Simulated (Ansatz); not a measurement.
# CrN2O8: the cost of one run

Program: Ansatz 0.2.0. Level of theory: the levels named in each step. These are calculated values, not measurements.

## (1) Starting point

Bond lengths: O1–N2 1.182 Å, N2–O3 1.173 Å, N2–O4 1.389 Å, O4–Cr5 1.763 Å, Cr5–O6 1.546 Å, Cr5–O7 1.546 Å, Cr5–O8 2.025 Å, O8–N9 1.266 Å, Cr5–O10 2.092 Å, N9–O10 1.254 Å, N9–O11 1.173 Å. Angles (14 of 19 angles, heavy atoms first): O1–N2–O3 130.9°, O1–N2–O4 113.3°, O3–N2–O4 115.8°, N2–O4–Cr5 124.6°, O4–Cr5–O6 103.3°, O4–Cr5–O7 103.3°, O4–Cr5–O8 142.9°, O4–Cr5–O10 82.1°, O6–Cr5–O7 115.1°, O6–Cr5–O8 96.3°, O6–Cr5–O10 120.7°, O7–Cr5–O8 96.2°, O7–Cr5–O10 120.9°, O8–Cr5–O10 60.8°.

As a file:

```xyz
11

O    -2.5533   -1.1981   -0.0967
N    -2.5413   -0.0449    0.1641
O    -3.4181    0.6996    0.3914
O    -1.2632    0.4978    0.2012
Cr    0.2186   -0.4061   -0.1082
O     0.2037   -1.5000    0.9838
O     0.0261   -0.9184   -1.5541
O     2.2331   -0.2201   -0.2067
N     2.2476    1.0132    0.0784
O     1.0902    1.4592    0.2622
O     3.2284    1.6521    0.1583
```

## (2) A rough first relaxation, PBE-D4/def2-SVP

This run stands in another session on the same molecule. It ended at:

```xyz
11

O    -2.5988   -1.2187   -0.1005
N    -2.5599   -0.0428    0.1653
O    -3.4288    0.7519    0.4057
O    -1.2410    0.5714    0.2168
Cr    0.2429   -0.4262   -0.1141
O     0.2140   -1.5809    0.9303
O     0.0422   -1.0149   -1.5419
O     2.2506   -0.2290   -0.2097
N     2.2551    1.0471    0.0854
O     1.0488    1.4723    0.2682
O     3.2466    1.7041    0.1680
```

## (3) Relaxation, HF/STO-3G

File input.yaml:

```yaml
crystal:
  periodic: [false, false, false]
  atoms:
    - { symbol: O, position_ang: [-2.59880277, -1.21868095, -0.1004631] }
    - { symbol: "N", position_ang: [-2.55992861, -0.04281003, 0.1653257] }
    - { symbol: O, position_ang: [-3.42876158, 0.75186671, 0.405717] }
    - { symbol: O, position_ang: [-1.24097376, 0.57144639, 0.21678402] }
    - { symbol: Cr, position_ang: [0.24290468, -0.42624619, -0.11413755] }
    - { symbol: O, position_ang: [0.21400454, -1.58093655, 0.9303231] }
    - { symbol: O, position_ang: [0.04215838, -1.01486478, -1.54185367] }
    - { symbol: O, position_ang: [2.25059193, -0.22900644, -0.20968123] }
    - { symbol: "N", position_ang: [2.25508298, 1.04712878, 0.08539173] }
    - { symbol: O, position_ang: [1.04875134, 1.47227742, 0.26815775] }
    - { symbol: O, position_ang: [3.24655287, 1.70406565, 0.16802625] }
basis:
  gaussian: { orbitals: STO-3G }
hamiltonian:
  xc: hf
relax:
  f_tol: 0.002
  max_steps: 150
```

Run with:

```
$ ansatz run input.yaml --threads 4 --pin off --max-ram 10240MiB --backend cpu --events-out ev --progress --plain --runs-dir out
```

**Question.** How long does this run take on 4 threads of Arm Neoverse V1, shared host, and how much memory does it need?

About 21 s, with a peak of 0.21 GiB.
